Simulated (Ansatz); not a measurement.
# C2H7BFN: a dynamics run in two tries

Wanted: a short trajectory, and a check that the input is sound. SMILES of the start: BN(C)CF.

Method: UKS PBE0/STO-3G, in Ansatz 0.2.0.

## (1) Starting point

Bond lengths: B1–N2 1.410 Å, N2–C3 1.458 Å, N2–C4 1.488 Å, C4–F5 1.399 Å, B1–H6 1.162 Å, B1–H7 1.156 Å, C3–H8 1.078 Å, C3–H9 1.089 Å, C3–H10 1.104 Å, C4–H11 1.133 Å, C4–H12 1.126 Å. Angles (14 of 18 angles, heavy atoms first): B1–N2–C3 122.7°, B1–N2–C4 126.0°, C3–N2–C4 110.9°, N2–C4–F5 105.1°, N2–B1–H6 120.0°, N2–B1–H7 116.4°, N2–C3–H8 111.2°, N2–C3–H9 108.3°, N2–C3–H10 107.2°, N2–C4–H11 114.4°, N2–C4–H12 106.5°, F5–C4–H11 114.0°, F5–C4–H12 109.9°, H6–B1–H7 123.5°.

Structure file:

```xyz
12

B    -0.2816    1.5752   -0.1631
N     0.0265    0.2033   -0.0588
C     0.3059   -0.4473    1.2163
C    -0.0565   -0.7974   -1.1571
F    -1.1619   -1.5936   -0.8409
H    -0.1805    2.2654    0.7661
H    -0.6993    1.9323   -1.1799
H     1.2003   -1.0464    1.1610
H     0.3658    0.3205    1.9860
H    -0.5497   -1.1078    1.4406
H     0.8988   -1.3818   -1.3301
H    -0.2577   -0.2190   -2.1018
```

## (2) First attempt

File input.yaml:

```yaml
crystal:
  periodic: [false, false, false]
  atoms:
    - { symbol: B, position_ang: [-0.28159, 1.575161, -0.163091] }
    - { symbol: "N", position_ang: [0.026467, 0.203312, -0.058785] }
    - { symbol: C, position_ang: [0.305863, -0.447334, 1.21627] }
    - { symbol: C, position_ang: [-0.056528, -0.797364, -1.157144] }
    - { symbol: F, position_ang: [-1.161926, -1.593618, -0.840901] }
    - { symbol: H, position_ang: [-0.180497, 2.265431, 0.766133] }
    - { symbol: H, position_ang: [-0.69932, 1.932273, -1.179936] }
    - { symbol: H, position_ang: [1.200345, -1.046386, 1.160972] }
    - { symbol: H, position_ang: [0.365833, 0.320461, 1.98599] }
    - { symbol: H, position_ang: [-0.549734, -1.107845, 1.440551] }
    - { symbol: H, position_ang: [0.898786, -1.381809, -1.330051] }
    - { symbol: H, position_ang: [-0.257679, -0.219001, -2.101796] }
magnetization:
  spin_polarized: true
basis:
  gaussian: { orbitals: STO-3G }
hamiltonian:
  xc: pbe0
md:
  timestep: 0.5
  n_steps: 25
  ensemble: nvt_nose_hoover
  temperature: 1500.0
  initial_velocities: maxwell_boltzmann
  seed: 389777
  dt: 0.5
```

The run is started by

```sh
$ ansatz run input.yaml --threads 1 --pin off --max-ram 2048MiB --backend cpu --events-out ev --progress --plain --runs-dir out
```

Q: Predict the outcome of this session. Wanted: first try.

**Answer**, as computed:

```
 quantity                                                                               value
first try                                                                             refused
    cause  one key bears a name from other programs (dt, n_images) that this one doesn't know
```

What this shows: The fault in the first input was caught at the input check and cost nothing.
